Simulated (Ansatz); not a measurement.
Geometry optimisation, DFT PBEsol, scalar-relativistic, plane waves, PAW in Ansatz 0.2.0.

Input:

```yaml
accuracy: low
crystal:
  lattice:
    - [0.0, 4.2318, 4.2318]
    - [4.2318, 0.0, 4.2318]
    - [4.2318, 4.2318, 0.0]
  atoms:
    - { symbol: Mg, position: [0.0, 0.0, 0.0] }
    - { symbol: O, position: [0.25, 0.25, 0.25] }
    - { symbol: Mg, position: [0.0, 0.0, 0.5] }
    - { symbol: O, position: [0.25, 0.25, 0.75] }
    - { symbol: Mg, position: [0.0, 0.5, 0.0] }
    - { symbol: O, position: [0.25, 0.75, 0.25] }
    - { symbol: Mg, position: [0.0, 0.5, 0.5] }
    - { symbol: O, position: [0.25, 0.75, 0.75] }
    - { symbol: Mg, position: [0.5, 0.0, 0.0] }
    - { symbol: O, position: [0.75, 0.25, 0.25] }
    - { symbol: Mg, position: [0.5, 0.0, 0.5] }
    - { symbol: O, position: [0.75, 0.25, 0.75] }
    - { symbol: Mg, position: [0.5, 0.5, 0.0] }
    - { symbol: O, position: [0.75, 0.75, 0.25] }
    - { symbol: Mg, position: [0.5, 0.5, 0.5] }
    - { symbol: O, position: [0.75, 0.75, 0.75] }
    - { symbol: O, position: [0.3546804, 0.3797078, 0.8782177], spin: 1.0 }
magnetization:
  spin_polarized: true
basis:
  ecutwfc: 420.0
kpoints:
  mp_grid: { grid: [2, 2, 2] }
hamiltonian:
  xc: pbesol
  pseudopotentials: { kind: paw, azcp: { folder: soft_1 } }
scf:
  occupations: { method: fermi_dirac, width: 0.05 }
  lower_state_search: "off"
relax:
  f_tol: 0.08
  max_steps: 25
  adjacent_minimum: "off"
```

Run as:

```bash
$ ansatz run input.yaml --threads 2 --pin off --max-ram 5120MiB --backend cpu --events-out ev --progress --plain --runs-dir out
```

Where does it end, and by what steps?

The run converged. Limits of this set-up: coarse k mesh, PAW files made for another functional, a small cell, in which the defect meets its images, low accuracy level. After 7 steps the energy has fallen by 3.485 eV; Mg5 moved furthest, 0.37 Å.

| step | energy less start (eV) | largest force component (eV/Å) | accepted |
| --- | --- | --- | --- |
| 0 | 0.0000 | 4.092 | yes |
| 1 | -2.4003 | 2.033 | yes |
| 2 | -2.9793 | 0.699 | yes |
| 3 | -3.1831 | 0.871 | yes |
| 4 | -3.3894 | 0.906 | yes |
| 5 | -3.3001 | 0.917 | no |
| 6 | -3.4806 | 0.193 | yes |
| 7 | -3.4848 | 0.024 | yes |

```xyz
17
Lattice="0.0000 4.2318 4.2318 4.2318 0.0000 4.2318 4.2318 4.2318 0.0000" Properties=species:S:1:pos:R:3
Mg -0.037 0.003 0.034
O 2.194 2.375 2.035
Mg 2.111 2.151 0.035
O 3.970 4.151 2.033
Mg 2.330 -0.216 1.899
O 4.209 2.137 4.252
Mg 4.193 2.151 2.118
O 6.429 4.150 4.493
Mg 0.023 2.092 2.143
O 2.093 4.253 4.236
Mg 2.020 4.325 2.210
O 4.152 6.426 4.309
Mg 2.087 2.093 4.209
O 4.225 4.253 6.368
Mg 4.252 4.258 4.210
O 6.324 6.352 6.369
O 5.529 5.046 2.937
```

Whether the end is a true minimum wasn't checked by a vibrational analysis.

The run took 43 s on 2 threads of Arm Neoverse V1 (shared host), peak memory 0.54 GiB.
